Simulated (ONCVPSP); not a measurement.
# Co: the cost of one run

Program: ONCVPSP 4.0.1.1 (patched build). Reference atom: PBE, scalar-relativistic, spherical and spin-unpolarised. All values are calculated.

**1. The design**

Typed settings, in words:

| Item | Value |
| --- | --- |
| element | cobalt (Co, Z = 27) |
| type | optimised norm-conserving Vanderbilt (ONCV) |
| frozen core | [Ne] |
| valence charge | 17 |
| reference configuration | 3s2 3p6 3d7 4s2 |
| partial waves | 3s+4s: rc 1.10 bohr, ncon 4, nbas 7, qcut 10.6 1/bohr, 2 projectors; 3p: rc 0.75 bohr, ncon 3, nbas 7, qcut 11.4 1/bohr, 2 projectors, debl 2.9 Ha; 3d: rc 0.85 bohr, ncon 5, nbas 8, qcut 13.3 1/bohr, 2 projectors, debl 2.7 Ha |
| local potential | polynomial inside 0.75 bohr (lpopt 5, dvloc0 0 Ha) |
| core correction | Teter function, fcfact 2, rcfact 1.3 |

The outer shells as boxes (Hund's rule for the drawing; the calculation is spin-unpolarised):

```
[Ne] core
3s [↑↓]
3p [↑↓][↑↓][↑↓]
3d [↑↓][↑↓][↑ ][↑ ][↑ ]
4s [↑↓]
```

An earlier all-electron run gives the scale for the radii.

All-electron outer shells of the reference configuration (PBE, scalar-relativistic, ld1.x):

```tsv
shell	level (eV)	outermost node (bohr)	outermost maximum (bohr)
2p	-769.94	–	0.17
3s	-102.40	0.31	0.66
3p	-65.64	0.28	0.68
3d	-8.20	–	0.66
4s	-5.47	0.96	2.32
4p	-1.28	1.05	3.25
```

**2. Generation**

Input file Co.dat:

```
# ATOM AND REFERENCE CONFIGURATION
# atsym  z   nc   nv     iexc    psfile
  Co 27.00    3    4        4      upf
#
#   n    l    f
    1    0    2.00
    2    0    2.00
    2    1    6.00
    3    0    2.00
    3    1    6.00
    3    2    7.00
    4    0    2.00
#
# PSEUDOPOTENTIAL AND OPTIMIZATION
# lmax
    2
#
#   l,   rc,      ep,       ncon, nbas, qcut
    0    1.10    0.00    4    7   10.60
    1    0.75    0.00    3    7   11.40
    2    0.85    0.00    5    8   13.30
#
# LOCAL POTENTIAL
# lloc, lpopt,  rc(5),   dvloc0
    4    5    0.75    0.00
#
# VANDERBILT-KLEINMAN-BYLANDER PROJECTORs
# l, nproj, debl
    0    2    0.30
    1    2    2.90
    2    2    2.70
#
# MODEL CORE CHARGE
# icmod, fcfact, rcfact
    3    2.00    1.30
#
# LOG DERIVATIVE ANALYSIS
# epsh1, epsh2, depsh
   -5.00    5.00    0.04
#
# OUTPUT GRID
# rlmax, drl
    6.00    0.01
#
# TEST CONFIGURATIONS
# ncnf
    4
# nvcnf
#   n    l    f
    4
    3    0    2.00
    3    1    6.00
    3    2    7.00
    4    0    1.00
#
    4
    3    0    2.00
    3    1    6.00
    3    2    7.00
    4    0    0.00
#
    4
    3    0    2.00
    3    1    6.00
    3    2    6.00
    4    0    0.00
#
    4
    3    0    2.00
    3    1    6.00
    3    2    8.00
    4    0    0.00
#
```

The run is started by

```
oncvpsp.x < Co.dat > Co.out
```

**Question.** How long does this run take on 1 thread of Neoverse-N1, shared host?

About 5.5 s.
